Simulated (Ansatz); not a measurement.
Predict the output of the script below (Ansatz's Python interface).

`ch6geosi.py`
```python
import ansatz as az
from ase import Atoms
import numpy as np

BASIS_SET = 'def2-SVP'
XC = 'pbe'


def main() -> None:
    atoms = Atoms(['O', 'Ge', 'C', 'Si', 'H', 'H', 'H', 'H', 'H', 'H'], positions=[
        (-1.3716, 1.5219, -0.891),
        (-0.4382, 0.9415, 0.4534),
        (1.0232, -0.0544, -0.2766),
        (0.0595, -1.3776, 0.3684),
        (-1.9839, 0.7931, -1.1899),
        (0.1501, 1.9927, 1.45),
        (1.1479, -0.0158, -1.3655),
        (2.0323, 0.0932, 0.3081),
        (0.338, -1.8983, 1.7419),
        (-0.8743, -2.0474, -0.5959),
    ])
    geometry = az.Crystal.molecule_from_ase(atoms)

    symbols = [site.symbol for site in geometry.cartesian_sites]
    start = np.array([site.position_ang for site in geometry.cartesian_sites])
    axis = (start[4] - start[0]) / np.linalg.norm(start[4] - start[0])
    moving = [4]
    lengths, energies = [0.878, 0.918, 0.958, 0.998, 1.038, 1.078, 1.117, 1.177], []
    for length in lengths:
        xyz = start.copy()
        xyz[moving] += (length - np.linalg.norm(start[4] - start[0])) * axis
        point = az.Crystal.molecule()
        for symbol, place in zip(symbols, xyz):
            point = point.atom(symbol, place.tolist())
        calc = (
            point.calculation()
            .basis(gaussian=BASIS_SET)
            .functional(XC)
        )
        r = calc.run(threads=1, pin='off').report
        energies.append(r['free_energy_ev'])
        print(f'r = {length:6.3f} A  E = {energies[-1]:.5f} eV  <S^2> = {abs(r["mean_field"]["state"]["spin_squared"]):.3f}')

    fit = np.polynomial.Polynomial.fit(lengths, np.array(energies) - min(energies), 4).convert()
    roots = [r.real for r in fit.deriv().roots() if abs(r.imag) < 1e-9 and fit.deriv(2)(r.real) > 0]
    r_e = min(roots, key=lambda r: abs(r - lengths[int(np.argmin(energies))]))
    print(f'minimum of the fit at {r_e:.4f} A, force constant {fit.deriv(2)(r_e):.2f} eV/A^2')


if __name__ == '__main__':
    main()
```

```console
$ python ch6geosi.py
r =  0.878 A  E = -67547.44952 eV  <S^2> = 0.000
r =  0.918 A  E = -67547.64473 eV  <S^2> = 0.000
r =  0.958 A  E = -67547.72409 eV  <S^2> = 0.000
r =  0.998 A  E = -67547.71541 eV  <S^2> = 0.000
r =  1.038 A  E = -67547.64022 eV  <S^2> = 0.000
r =  1.078 A  E = -67547.51529 eV  <S^2> = 0.000
r =  1.117 A  E = -67547.35807 eV  <S^2> = 0.000
r =  1.177 A  E = -67547.06921 eV  <S^2> = 0.000
minimum of the fit at 0.9731 A, force constant 49.79 eV/A^2
```

Notes:
- Total energies depend on the basis set; only differences at equal settings carry meaning.
- The rest of the molecule is held rigid at a force-field or estimated start geometry, and the basis set is modest; single-reference methods fail as a bond breaks.
- The orbitals are restricted, so S² is zero by construction.
- The whole script took 21 s on 1 thread of Arm Neoverse V2 (shared host), peak memory 0.22 GiB.
